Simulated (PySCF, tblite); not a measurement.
**C9H11P: geometry, infrared bands and NMR shifts**

What infrared bands and NMR shifts should C9H11P (`C=CP(C)c1ccccc1`) show?

The runs use tblite 0.8.0 and PySCF 2.14.0, with density-fitted response routines of our own; the level of theory stands in each step. All values are computed, except where a source is named. Atoms are numbered from 0 throughout.

## Step 1: The starting structure

21 atoms, charge 0, multiplicity 1; geometry from: force field or distance geometry start.

Bonds of the start (Å): C0–C1 1.35, C1–P2 1.83, P2–C3 1.84, P2–C4 1.83, C4–C5 1.41, C5–C6 1.39, C6–C7 1.40, C7–C8 1.39, C8–C9 1.39, C9–C4 1.40, C0–H10 1.08, C0–H11 1.08, C1–H12 1.10, C3–H13 1.08, C3–H14 1.09, C3–H15 1.11, C5–H16 1.08, C6–H17 1.09, C7–H18 1.09, C8–H19 1.09, C9–H20 1.09.

## Step 2: Geometry optimisation with GFN2-xTB

The job: settings as JSON, then the geometry in Å.

```
{"job": {"kind": "relax", "xc": "GFN2-xTB", "basis": "xTB"}, "charge": 0, "multiplicity": 1}
C      3.522300    -0.538700    -0.136400
C      2.187300    -0.716600    -0.051000
P      1.041200     0.296900    -1.053900
C      1.354700     1.979100    -0.376100
C     -0.566000    -0.119500    -0.278900
C     -1.620700    -0.547700    -1.113600
C     -2.861500    -0.873500    -0.575200
C     -3.069000    -0.777000     0.805500
C     -2.037700    -0.361900     1.635400
C     -0.800400    -0.030300     1.098500
H      4.192700    -1.151400     0.443300
H      3.951400     0.206400    -0.787700
H      1.811000    -1.503500     0.622200
H      0.595100     2.675700    -0.711300
H      2.320900     2.352300    -0.713400
H      1.363600     1.986200     0.738400
H     -1.472400    -0.627300    -2.183400
H     -3.665700    -1.213200    -1.225600
H     -4.044700    -1.035300     1.227000
H     -2.199800    -0.283800     2.712600
H     -0.011300     0.300200     1.774200
```

Started as:

```sh
$ OMP_NUM_THREADS=1 python probes_run.py task.json out
```

One launch serves the whole session: the jobs run in the order shown.

**Question.** This job is followed by: GFN2-xTB harmonic vibrations, gas phase; GIAO PBE0/pcSseg-1 NMR shielding, non-relativistic, gas phase. Predict these results of the whole session: strongest single infrared mode (GFN2-xTB); zero-point energy (GFN2-xTB); 13C shifts against TMS (PBE0/pcSseg-1, means over atoms taken as alike); 1H shifts against TMS (PBE0/pcSseg-1, means over atoms taken as alike); 31P shifts against H3PO4 (PBE0/pcSseg-1).

The runs gave:

| quantity | value |
| --- | --- |
| strongest single infrared mode (GFN2-xTB) | 3079 cm⁻¹, 80 km/mol |
| zero-point energy (GFN2-xTB) | 104.7 kcal/mol |
| 13C shifts against TMS (PBE0/pcSseg-1, means over atoms taken as alike) | 154.3, 147.1, 139.9, 134.8, 133.8, 127.0, 19.1 ppm |
| 1H shifts against TMS (PBE0/pcSseg-1, means over atoms taken as alike) | 7.92, 7.64, 7.64, 6.85, 6.12, 5.71, 1.32 ppm |
| 31P shifts against H3PO4 (PBE0/pcSseg-1) | -47.0 ppm |

In words: Relaxing lowered the energy by 0.173 eV in 117 steps; the close pair that moved most is C0–C1, from 1.350 to 1.324 Å. No mode is imaginary among the 57: a minimum at this level. GFN2-xTB is a fitted tight-binding method: band positions and strengths are rough. Its intensities can rank the bands wrongly. NICS(1)zz of -29 ppm above the planar ring from C4 marks a diatropic (aromatic) ring current.
